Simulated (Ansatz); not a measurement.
# CH4O3SW: the cost of one run

Method: the settings change from run to run; program: Ansatz 0.2.0, Gaussian basis.

1 further run of the same task is left out (for a known fault of the program). Runs told in other sessions of the task aren't counted.

**1. The molecule**

The geometry comes from an earlier relaxation with PBE0-D4 in a triple-zeta def2 set; it is a stationary point, not always the lowest conformer. W takes a core potential in def2 sets; no spin-orbit term is included.

SMILES `C[O][W](=[O])([OH])=[S]`, 10 atoms, charge 0, spin multiplicity 1.

Atoms are counted from 1 here; the program's logs count them from 0.

Bond lengths: C1–O2 1.409 Å, C1–H7 1.092 Å, C1–H8 1.092 Å, C1–H9 1.093 Å, O2–W3 1.847 Å, W3–O4 1.701 Å, W3–O5 1.880 Å, W3–S6 2.140 Å, O5–H10 0.960 Å. Angles: O2–C1–H7 108.6°, O2–C1–H8 109.1°, O2–C1–H9 110.4°, H7–C1–H8 109.3°, H7–C1–H9 109.7°, H8–C1–H9 109.7°, C1–O2–W3 141.7°, O2–W3–O4 108.9°, O2–W3–O5 110.2°, O2–W3–S6 108.6°, O4–W3–O5 109.9°, O4–W3–S6 109.3°, O5–W3–S6 109.9°, W3–O5–H10 123.7°.

**2. r2SCAN0/ANO-RCC-VTZP**

Options: high accuracy.

in.yaml

```yaml
crystal:
  periodic: [false, false, false]
  atoms:
    - {symbol: C, position_ang: [-0.213531, -1.402799, 1.272402]}
    - {symbol: O, position_ang: [0.109947, -0.754940, 0.063513]}
    - {symbol: W, position_ang: [-0.135078, 0.837563, -0.838492]}
    - {symbol: O, position_ang: [-0.987721, 0.529398, -2.277185]}
    - {symbol: O, position_ang: [1.527089, 1.622551, -1.234683]}
    - {symbol: S, position_ang: [-1.284255, 2.152089, 0.398418]}
    - {symbol: H, position_ang: [0.700343, -1.819924, 1.700135]}
    - {symbol: H, position_ang: [-0.917406, -2.212009, 1.067180]}
    - {symbol: H, position_ang: [-0.659690, -0.695729, 1.975710]}
    - {symbol: H, position_ang: [1.860313, 1.743799, -2.126999]}
basis:
  gaussian: {orbitals: ANO-RCC-VTZP}
hamiltonian: {xc: {name: r2SCAN0}}
accuracy: high
```

Run with:

```sh
> ansatz run in.yaml --threads 4 --pin off --events-out ev --progress --plain --max-ram 11315MiB
```

What time and memory should one allow on 4 threads of Arm Neoverse V1, shared host?

About 4.9 min, with a peak of 4.7 GiB.
